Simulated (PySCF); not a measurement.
# [EuI2]+: other functionals and bases at one geometry

One table from this session's results is given with a row withheld; the runs are named, their logs left out.

Method: several levels, as the steps say, no spin–orbit coupling; program: PySCF 2.14.0.

1 further run of the same task is left out (for a known fault of the program).

## Where the work starts

3 atoms, charge 1, spin multiplicity 1.

Bond lengths: Eu1–I2 2.762 Å, Eu1–I3 2.762 Å. Angles: I2–Eu1–I3 107.3°.

Coordinates:

```xyz
3
charge 1, multiplicity 1
Eu    0.0000    0.0000   -1.0389
I     2.2253    0.0000    0.5973
I    -2.2253    0.0000    0.5973
```

Formal oxidation states: Eu +3. Each metal's 6 4f electrons lie in its core potential, so multiplicities, spins and levels count the valence alone. An earlier session relaxed this geometry at PBE0, Eu lcecp-1-SVP with ECP52, I def2-SVP with ECP28 (singlet, point group C2v).

At PBE0 on the finer grid: E = -630.617567 Eh, HOMO -11.81 eV, LUMO -7.57 eV, Mulliken charge on Eu1 +1.11 e, largest force component 0.015 eV/Å. 

Levels to run: M06-L; revPBE; PBE0, TZVP. Hardware: 2 threads of Intel Xeon at 2.80GHz (Skylake/Cascade Lake), shared host.

The first run:

run.py (the lines that set the calculation) reads:

```python
mol = gto.M(atom='''
Eu     0.00000     0.00000    -1.03887
I      2.22526     0.00000     0.59732
I     -2.22526     0.00000     0.59732''',
    basis={'Eu': 'lcecp-1-SVP', 'I': 'def2-SVP'},
    ecp={'Eu': 'lcecp-1-SVP', 'I': 'def2-SVP'},
    charge=1, spin=0)
mf = dft.RKS(mol, xc='M06L')
mf.grids.atom_grid = (75, 302)  # f atoms: unpruned, at least (60, 302)
mf = mf.density_fit()  # fitting sets: Eu AutoAux, I def2-universal-JKFIT
mf.conv_tol = 1e-08; mf.max_cycle = 55
mf.kernel(dm0)  # dm0: the density of the relaxed state
```

On the command line:

```console
OMP_NUM_THREADS=2 python run.py
```

Steps of the session up to this table: M06-L; revPBE; PBE0, TZVP.

One of the session's tables, all rows but one given; the rest of the session is left out.

| level | HOMO (eV) | gap (eV) | charge on Eu1 (e) | dipole (D) | largest force component (eV/Å) |
| --- | --- | --- | --- | --- | --- |
| PBE0 (relaxed here) | -11.81 | 4.24 | 1.11 | 7.82 | 0.01 |
| M06-L | -10.73 | 3.26 | 1.13 | 7.64 | 0.39 |
| revPBE | ? | ? | ? | ? | ? |
| PBE0, TZVP | -11.75 | 4.30 | 1.38 | 7.58 | 0.07 |

Q: Estimate the row for revPBE from the others.

The run gave: HOMO (eV): -10.73; gap (eV): 2.59; charge on Eu1 (e): 1.01; dipole (D): 7.18; largest force component (eV/Å): 0.34.

The dipole of a charged species depends on the origin, so these sizes hold for this origin alone.

In one basis the HOMO–LUMO gap runs from 2.59 eV (revPBE) to 4.24 eV (PBE0). The largest leftover force, 0.39 eV/Å with M06-L, stands at a geometry relaxed at another level. With 4f in the core, its levels are missing from HOMO and gap, and its count is fixed, so no charge can pass from the ligands into it. Total energies of different levels can't be compared.
